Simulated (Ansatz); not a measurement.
# InHF radical: basis-set convergence

One table from this session's results is given with a row withheld; the runs are named, their logs left out.

Program: Ansatz 0.2.0, Gaussian basis. Level of theory: one geometry, several basis sets. These are calculated values, not measurements.

The runs, in order: PBE0-D4/def2-SVP; ωB97M-V/def2-SVP; PBE0-D4/def2-QZVPP; ωB97M-V/def2-QZVPP; the functionals' def2-TZVPP values are taken from earlier runs.

**Structure used throughout**

All runs share one geometry, relaxed beforehand with PBE0-D4 in a triple-zeta def2 set. In takes the def2 core potential; no spin-orbit term is included.

SMILES `[F][InH]`, 3 atoms, charge 0, spin multiplicity 2.

Atoms are counted from 1 here; the program's logs count them from 0.

Bond lengths: F1–In2 1.970 Å, In2–H3 1.779 Å. Angles: F1–In2–H3 113.8°.

The first run:

Contents of in.yaml:

```yaml
crystal:
  periodic: [false, false, false]
  atoms:
    - {symbol: F, position_ang: [1.088408, 0.989526, 0.694311]}
    - {symbol: In, position_ang: [-0.522479, 0.355087, -0.244849]}
    - {symbol: H, position_ang: [-0.576929, -1.409413, -0.462762]}
basis:
  gaussian: {orbitals: def2-SVP}
magnetization: {spin_polarized: true, initial_magnetization: 1}
hamiltonian: {xc: pbe0, dispersion: d4}
output: {orbitals: {seedname: orbitals}}
```

Steps of the session up to this table: PBE0-D4 in def2-SVP; ωB97M-V in def2-SVP; PBE0-D4 in def2-QZVPP; ωB97M-V in def2-QZVPP.

One table of the session follows, with a row left open; its other results are not shown here.

```
functional       basis  HOMO (eV)  LUMO (eV)
   PBE0-D4    def2-SVP      -6.33      -3.31
   PBE0-D4  def2-TZVPP      -6.44      -3.40
   PBE0-D4  def2-QZVPP      -6.46      -3.43
   ωB97M-V    def2-SVP          ?          ?
   ωB97M-V  def2-TZVPP      -8.45      -1.78
   ωB97M-V  def2-QZVPP      -8.48      -1.83
```

Q: Estimate the row for ωB97M-V, def2-SVP from the others.

The run gave: HOMO (eV): -8.30; LUMO (eV): -1.64. In the column «HOMO (eV)» it lies between ωB97M-V, def2-TZVPP (-8.45) and PBE0-D4, def2-QZVPP (-6.46).
